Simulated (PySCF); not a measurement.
# The bond of CaAs, level by level

An exercise on one series of results from a longer session: the logs are not shown, and one member is left open.

Computed with PySCF 2.14.0. Level: Ca def2-SVPD, As def2-SVPD, no relativity.

Set-up of the first run:

A driver script around PySCF takes these settings:

| Quantity | Value |
| --- | --- |
| atoms | Ca, As |
| charge | 0 |
| basis | Ca def2-SVPD, As def2-SVPD |
| Hamiltonian | no relativity |
| basis functions | 65 |
| electrons treated | 53 |
| masses in u | 39.9626, 74.9216 |
| levels | PBE0, PBE, r²SCAN, revPBE, TPSSh, BLYP, HSE06, HF, MP2, SCS-MP2, CCSD, CCSD(T) |
| grid | 80 radial by 434 angular points |
| occupations | held fixed by the projection of orbital angular momentum |
| dissociation limit | Ca + As, each in its ground configuration |
| starting distance in angstrom | 2.765 |
| values of 2S to try | 1, 3 |

Run with:

```
$ OMP_NUM_THREADS=1 python dia.py task.json out
```

Among the steps run: Set-up; The PBE0 curve of the state that the search chose; Other states along the same grid; PBE; r²SCAN; revPBE; TPSSh (hybrid meta-GGA); BLYP; HSE06 (range-separated hybrid); UHF; Correlated methods on the Hartree–Fock reference.

One table of the session follows, with a row left open; its other results are not shown here.

Energy (eV) from each level's lowest point:

```
R (Å)    UHF  UHF-MP2  UHF-SCS-MP2  UHF-CCSD  UHF-CCSD(T)
2.466  0.883    0.783        0.816       n/a          n/a
2.580  0.449    0.391        0.414     0.420        0.425
2.695  0.187    0.159        0.174     0.180        0.184
2.781  0.075    0.061        0.071     0.076        0.079
2.867  0.017    0.012        0.017     0.020        0.022
2.953  0.000    0.000        0.000     0.000        0.000
3.068      ?        ?            ?         ?            ?
3.211  0.105    0.097        0.085     0.072        0.065
3.383  0.234    0.214        0.196     0.166        0.158
3.612  0.389    0.376        0.356       n/a          n/a
```

Q: Estimate the row for R (Å) = 3.068 from the others.

Worked estimate for «UHF». A straight line through the neighbours (2.953, 0.000) and (3.211, 0.105) gives 0.000 + (0.105 − 0.000) × (3.068 − 2.953) / (3.211 − 2.953) = 0.047; a parabola fitted to 4 rows on both sides gives 0.032.

The run gave: UHF: 0.025; UHF-MP2: 0.025; UHF-SCS-MP2: 0.019; UHF-CCSD: 0.014; UHF-CCSD(T): 0.011. In «UHF» the line misses by +0.022 and the parabola by +0.007.

Caveats from the session: At some levels the lowest empty orbital lies below the highest filled one (the two can be of opposite spin).
